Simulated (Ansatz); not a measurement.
A nudged elastic band was laid between two geometries of a periodic cell of 13 atoms, LiSc12 (host Sc, host structure hcp, interstitial Li).

The calculation used Ansatz 0.2.0, DFT PBE, scalar-relativistic, plane waves, PAW. Settings: cutoff 420 eV, k mesh 3x2x3, fermi-dirac smearing 0.15 eV, no spin polarisation.

| Item | Value |
| --- | --- |
| movable images | 5 |
| climbing image | yes |
| spring | 5.0 eV/Å² |
| optimiser | quadratic models (default) |
| start path | IDPP |
| force threshold | 0.05 eV/Å |
| iteration limit | 35 |
| end points | relaxed |

Image 0:

```xyz
13
Lattice="6.6200 0.0000 0.0000 -4.9650 8.5996 0.0000 0.0000 0.0000 5.2761" Properties=species:S:1:pos:R:3
Sc 0.106 -0.059 0.026
Sc 0.093 1.742 2.686
Sc -1.496 2.839 0.057
Sc -1.561 4.812 2.758
Sc -3.183 5.631 0.132
Sc -2.952 7.847 2.539
Sc 3.463 -0.032 -0.082
Sc 3.486 1.891 2.625
Sc 1.771 2.700 -0.003
Sc 1.701 4.258 2.607
Sc 0.091 5.653 0.104
Sc -0.091 7.794 2.540
Li -4.805 6.525 3.117
```

Image 6:

```xyz
13
Lattice="6.6200 0.0000 0.0000 -4.9650 8.5996 0.0000 0.0000 0.0000 5.2761" Properties=species:S:1:pos:R:3
Sc 0.113 -0.057 -0.029
Sc 0.104 1.744 2.586
Sc -1.486 2.839 -0.062
Sc -1.553 4.808 2.512
Sc -3.176 5.629 -0.137
Sc -2.945 7.844 2.736
Sc 3.469 -0.031 0.082
Sc 3.491 1.890 2.650
Sc 1.779 2.703 0.003
Sc 1.710 4.263 2.669
Sc 0.099 5.653 -0.107
Sc -0.084 7.795 2.736
Li -4.798 6.527 2.149
```

Which bonds break or form, and what moves?

The atom that moves furthest is Li13, by 0.97 Å; four of its nearest neighbours are Sc10 2.33, Sc6 2.35, Sc12 2.36, Sc5 2.95 Å at the first end and Sc10 2.33, Sc6 2.35, Sc12 2.36, Sc5 2.94 Å at the last.

Give the energies along the band, and the barrier.

The forces met the threshold. The highest image is number 3 of 0 to 6, 0.009 eV above the ends, which have the same energy within 2 meV. By the program's own check the climbing image is of a kind that is not told: the force calls were inconclusive, a negative curvature could not be distinguished from the path's own, the only one lies far off the path, or fixed occupations may fill a level only in part (lowest curvatures found: -0.13 and 0.89 eV/Å²). Limits of this set-up: coarse k mesh, a small cell, in which the defect meets its images, a typed lattice constant that wasn't relaxed here.

```csv
image,path coordinate (Å),energy (eV)
0,0.00,0.000
1,0.18,0.003
2,0.36,0.007
3,0.53,0.009
4,0.71,0.007
5,0.89,0.002
6,1.07,0.000
```

What is the geometry of the highest image?


```xyz
13
Lattice="6.6200 0.0000 0.0000 -4.9650 8.5996 0.0000 0.0000 0.0000 5.2761" Properties=species:S:1:pos:R:3
Sc 0.113 -0.094 -0.001
Sc 0.096 1.726 2.637
Sc -1.486 2.849 -0.002
Sc -1.566 4.813 2.636
Sc -3.195 5.647 -0.002
Sc -2.930 7.865 2.638
Sc 3.478 -0.006 -0.001
Sc 3.499 1.899 2.637
Sc 1.776 2.681 -0.001
Sc 1.685 4.236 2.637
Sc 0.099 5.671 -0.002
Sc -0.102 7.798 2.637
Li -4.795 6.520 2.634
```

The band took 4 iterations and roughly 18 core-minutes.

Run time: 9.6 min on 2 threads of Intel(R) Xeon(R) Platinum 8488C (Sapphire Rapids), on a shared host, peak memory 1.7 GiB.
